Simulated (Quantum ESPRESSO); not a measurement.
Runs of Quantum ESPRESSO 7.5 on CoO. The structure is tetragonal, space group P4/nmm (No. 129). Conventional cell: a = 3.198 Å, b = 3.198 Å, c = 4.682 Å, α = 90.00°, β = 90.00°, γ = 90.00°. Co (site symmetry -4m2) has 4 O at 2.03 Å and 4 Co at 2.26 Å as nearest neighbours. Around O (site symmetry 4mm) lie 4 Co at 2.03 Å. The cell was built by a generator and needn't be a form met in nature.

```tsv
spin	fixed moment (μB)	moments locked	magnetic state asked for	gap on the mesh (eV)	pressure (GPa)	moment (μB)	largest force (eV/Å)
collinear, ferromagnetic start	-	none	fm	none	-1.0	6.00	1.89
collinear, antiferromagnetic start	-	none	afm	0.41	4.6	0.00	2.76
collinear, zero start	0.0	total	nm_spin	-	(a)	0.00	3.81
collinear, ferrimagnetic start	-	none	ferri	0.41	4.6	0.00	2.76
off	-	none	nm	none	(b)	-	3.81
```

Alike in all rows: task single point; level LDA+U; potentials or basis GBRV 1.5 LDA; Co d U = 3 eV; cell as given; k mesh 6 × 6 × 4; cutoff (eV) 762; smearing gaussian 0.05 eV.

Problem. Estimate the missing entries.

Solution. (a) -18.5; (b) -18.7.

Caveats: forces of over 1 eV/Å show positions far from the minimum, so gaps and moduli don't describe the material at rest; the total moment is fixed, so each spin has its own Fermi level (some runs); U without spin polarisation on a metal has little footing (some runs).

A k mesh can miss the band edges.

A gap of «none» marks a metal or a gap under the smearing width.
